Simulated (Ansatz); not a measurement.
# C2H9AlN2: basis-set convergence

An exercise on one series of results from a longer session: the logs are not shown, and one member is left open.

Computed with Ansatz 0.2.0, Gaussian basis. Level: one geometry, several basis sets.

The runs, in order: PBE0-D4/def2-SVP; ωB97M-V/def2-SVP; PBE0-D4/def2-QZVPP; ωB97M-V/def2-QZVPP; the functionals' def2-TZVPP values are taken from earlier runs.

## The relaxed structure

All runs share one geometry, relaxed beforehand with PBE0-D4 in a triple-zeta def2 set.

SMILES `C[CH2][Al]([NH2])[NH2]`, 14 atoms, charge 0, spin multiplicity 1.

Atoms are counted from 1 here; the program's logs count them from 0.

Bond lengths: C1–C2 1.530 Å, C1–H6 1.094 Å, C1–H7 1.095 Å, C1–H8 1.094 Å, C2–Al3 1.958 Å, C2–H9 1.097 Å, C2–H10 1.097 Å, Al3–N4 1.774 Å, Al3–N5 1.774 Å, N4–H11 1.006 Å, N4–H12 1.007 Å, N5–H13 1.006 Å, N5–H14 1.006 Å. Angles: C2–C1–H6 111.7°, C2–C1–H7 112.3°, C2–C1–H8 111.6°, H6–C1–H7 107.0°, H6–C1–H8 106.9°, H7–C1–H8 107.0°, C1–C2–Al3 115.0°, C1–C2–H9 109.9°, C1–C2–H10 109.9°, Al3–C2–H9 108.4°, Al3–C2–H10 108.4°, H9–C2–H10 104.7°, C2–Al3–N4 119.9°, C2–Al3–N5 121.2°, N4–Al3–N5 118.9°, Al3–N4–H11 126.4°, Al3–N4–H12 123.7°, H11–N4–H12 109.9° and more.

The first run:

in.yaml

```yaml
crystal:
  periodic: [false, false, false]
  atoms:
    - {symbol: C, position_ang: [-1.234409, 1.494453, 0.735454]}
    - {symbol: C, position_ang: [0.223255, 1.139483, 0.437238]}
    - {symbol: Al, position_ang: [0.504377, -0.648258, -0.311209]}
    - {symbol: N, position_ang: [-0.883007, -1.716764, -0.594322]}
    - {symbol: N, position_ang: [2.130103, -1.229861, -0.717945]}
    - {symbol: H, position_ang: [-1.852392, 1.454090, -0.166288]}
    - {symbol: H, position_ang: [-1.340582, 2.501166, 1.151693]}
    - {symbol: H, position_ang: [-1.679052, 0.801755, 1.455955]}
    - {symbol: H, position_ang: [0.653222, 1.875466, -0.253836]}
    - {symbol: H, position_ang: [0.824370, 1.230834, 1.350714]}
    - {symbol: H, position_ang: [-0.851140, -2.648673, -0.972772]}
    - {symbol: H, position_ang: [-1.835224, -1.461581, -0.391042]}
    - {symbol: H, position_ang: [2.357349, -2.130805, -1.104691]}
    - {symbol: H, position_ang: [2.970230, -0.690505, -0.590349]}
basis:
  gaussian: {orbitals: def2-SVP}
hamiltonian: {xc: pbe0, dispersion: d4}
output: {orbitals: {seedname: orbitals}}
```

Among the steps run: PBE0-D4 in def2-SVP; ωB97M-V in def2-SVP; PBE0-D4 in def2-QZVPP; ωB97M-V in def2-QZVPP.

One of the session's tables, all rows but one given; the rest of the session is left out.

It belongs to the step «Functionals by basis». 

| functional | basis | HOMO (eV) | LUMO (eV) |
| --- | --- | --- | --- |
| PBE0-D4 | def2-SVP | -6.44 | 0.77 |
| PBE0-D4 | def2-TZVPP | ? | ? |
| PBE0-D4 | def2-QZVPP | -6.82 | 0.03 |
| ωB97M-V | def2-SVP | -8.83 | 2.29 |
| ωB97M-V | def2-TZVPP | -9.14 | 1.72 |
| ωB97M-V | def2-QZVPP | -9.22 | 1.22 |

**Question.** Estimate the row for PBE0-D4, def2-TZVPP.

**Answer.** HOMO (eV): -6.75; LUMO (eV): 0.33. In the column «HOMO (eV)» it lies between PBE0-D4, def2-QZVPP (-6.82) and PBE0-D4, def2-SVP (-6.44).
